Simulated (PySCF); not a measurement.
# CH8BOP: the cost of one run

Computed with PySCF 2.14.0, with density-fitted response routines of our own, on a single molecule in the gas phase. Atoms are numbered from 0 throughout.

**1. The starting structure**

12 atoms, charge 0, multiplicity 1; geometry from: GFN2-xTB. The atoms were then displaced at random by about 0.01 Å, so the start is not that level's minimum.

Bonds of the start (Å): C0–O1 1.37, O1–B2 1.49, B2–P3 1.99, C0–H4 1.11, C0–H5 1.09, C0–H6 1.12, B2–H7 1.18, B2–H8 1.20, P3–H9 1.38, P3–H10 1.36, P3–H11 1.36.

**2. Optimising the geometry at PBE0-D3(BJ)/def2-SVP**

What the job is given:

```
{"job": {"xc": "PBE0", "basis": "def2-SVP", "d3": "d3bj", "grid": 1, "shake": 0.01, "kind": "geom"}, "charge": 0, "multiplicity": 1}
C     -1.704720     0.695560     0.391050
O     -0.379980     0.361910     0.358390
B      0.044020    -1.058950     0.264380
P      1.805070    -0.140080     0.323380
H     -2.239140     0.378550    -0.533990
H     -2.234400     0.279990     1.249550
H     -1.784420     1.807260     0.455130
H     -0.108420    -1.593820    -0.772940
H     -0.123380    -1.716090     1.260220
H      1.825420     0.677280     1.432070
H      3.110150    -0.528880     0.309300
H      1.829490     0.808990    -0.652460
```

Started as:

```console
> OMP_NUM_THREADS=1 python probes_run.py task.json out
```

The driver reads the jobs from task.json and runs them one after another.

**Question.** How long does this first job take on 1 thread of Arm Neoverse V1, shared host, and how much memory does it need?

About 26 s, with a peak of 0.4 GiB.
